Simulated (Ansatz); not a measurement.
# CH₅ClIInSiTe: one species, many methods

An exercise on one series of results from a longer session: the logs are not shown, and one member is left open.

Method: functionals in def2-TZVPP, the program's frozen cores in correlated methods; program: Ansatz 0.2.0, Gaussian basis.

The runs, in order: LDA (SPW92), PBE-D4, revPBE-D4, BLYP-D4, r2SCAN-D4, B97M-V, PBE0-D4, B3LYP-D4, r2SCANh-D4, r2SCAN0-D4, HSE06-D4, BHLYP-D4, CAM-B3LYP-D4, LC-ωPBE, ωB97X-V, ωB97M-V, B2PLYP, PBE-QIDH; CCSD(T)/def2-SVP; CCSD(T)/def2-TZVPP; MP2/def2-QZVPP; extrapolation to the limit; RPA on PBE.

**The relaxed structure**

The geometry comes from an earlier relaxation with PBE0-D4 in a triple-zeta def2 set; it is a stationary point, not always the lowest conformer. In, Te, I take the def2 core potential; no spin-orbit term is included.

SMILES `[SiH3][CH](Cl)[In]([TeH])[I]`, 11 atoms, charge 0, spin multiplicity 1.

Atoms are counted from 1 here; the program's logs count them from 0.

Bond lengths: Si1–C2 1.877 Å, Si1–H7 1.485 Å, Si1–H8 1.487 Å, Si1–H9 1.486 Å, C2–Cl3 1.789 Å, C2–In4 2.174 Å, C2–H10 1.092 Å, In4–Te5 2.668 Å, In4–I6 2.667 Å, Te5–H11 1.660 Å. Angles: C2–Si1–H7 110.7°, C2–Si1–H8 108.0°, C2–Si1–H9 108.8°, H7–Si1–H8 110.3°, H7–Si1–H9 109.6°, H8–Si1–H9 109.4°, Si1–C2–Cl3 109.7°, Si1–C2–In4 112.8°, Si1–C2–H10 110.9°, Cl3–C2–In4 109.6°, Cl3–C2–H10 107.4°, In4–C2–H10 106.3°, C2–In4–Te5 124.1°, C2–In4–I6 117.2°, Te5–In4–I6 118.7°, In4–Te5–H11 88.5°.

Set-up of the first run:

Contents of in.yaml:

```yaml
crystal:
  periodic: [false, false, false]
  atoms:
    - {symbol: Si, position_ang: [0.771962, -0.706974, 1.543293]}
    - {symbol: C, position_ang: [0.268081, -0.793191, -0.263167]}
    - {symbol: Cl, position_ang: [1.698569, -0.518909, -1.302522]}
    - {symbol: In, position_ang: [-1.287354, 0.638216, -0.772746]}
    - {symbol: Te, position_ang: [-0.943635, 2.691861, -2.441594]}
    - {symbol: I, position_ang: [-3.674586, 0.299825, 0.366912]}
    - {symbol: H, position_ang: [1.860968, -1.674770, 1.831123]}
    - {symbol: H, position_ang: [-0.424272, -1.016865, 2.370407]}
    - {symbol: H, position_ang: [1.238205, 0.670656, 1.845730]}
    - {symbol: H, position_ang: [-0.129959, -1.780198, -0.509302]}
    - {symbol: H, position_ang: [0.622031, 2.190349, -2.668135]}
basis:
  gaussian: {orbitals: def2-TZVPP}
hamiltonian: {xc: lda}
output: {orbitals: {seedname: orbitals}}
```

Run with:

```console
ansatz run in.yaml --threads 2 --pin off --events-out ev --progress --plain --max-ram 22528MiB --backend cuda --devices 0, --max-vram 18GiB
```

Steps of the session up to this table: LDA; PBE-D4 (GGA); revPBE-D4 (GGA); BLYP-D4 (GGA); r2SCAN-D4 (meta-GGA); B97M-V (meta-GGA); PBE0-D4 (hybrid); B3LYP-D4 (hybrid); r2SCANh-D4 (hybrid); r2SCAN0-D4 (hybrid); HSE06-D4 (hybrid); BHLYP-D4 (hybrid); CAM-B3LYP-D4 (range-separated); LC-ωPBE (range-separated); ωB97X-V (range-separated); ωB97M-V (range-separated); B2PLYP (double hybrid); PBE-QIDH (double hybrid).

One table of the session follows, with a row left open; its other results are not shown here.

It belongs to the step «Frontier levels by functional». 

| functional | HOMO (eV) | LUMO (eV) | gap (eV) |
| --- | --- | --- | --- |
| LDA (SPW92) | -6.12 | -3.03 | 3.09 |
| PBE-D4 | -5.95 | -2.76 | 3.20 |
| revPBE-D4 | -5.89 | -2.66 | 3.23 |
| BLYP-D4 | ? | ? | ? |
| r2SCAN-D4 | -6.22 | -2.61 | 3.61 |
| B97M-V | -6.20 | -2.57 | 3.63 |
| PBE0-D4 | -6.96 | -2.01 | 4.95 |
| B3LYP-D4 | -6.74 | -2.25 | 4.48 |
| r2SCANh-D4 | -6.59 | -2.34 | 4.25 |
| r2SCAN0-D4 | -7.14 | -1.93 | 5.21 |
| HSE06-D4 | -6.58 | -2.37 | 4.21 |
| BHLYP-D4 | -7.80 | -1.20 | 6.60 |
| CAM-B3LYP-D4 | -8.15 | -1.12 | 7.03 |
| LC-ωPBE | -9.44 | -0.01 | 9.43 |
| ωB97X-V | -9.13 | -0.14 | 8.99 |
| ωB97M-V | -9.02 | -0.31 | 8.71 |

Estimate the missing values for BLYP-D4.

Worked estimate for «HOMO (eV)». Against the share of exact exchange, B3LYP-D4 (0.2, -6.74), BHLYP-D4 (0.5, -7.80) give a slope of -3.53 per unit share; at 0 the line stands at -6.03.

**Answer.** HOMO (eV): -5.77; LUMO (eV): -2.67; gap (eV): 3.10. In «HOMO (eV)» the line misses by -0.26.
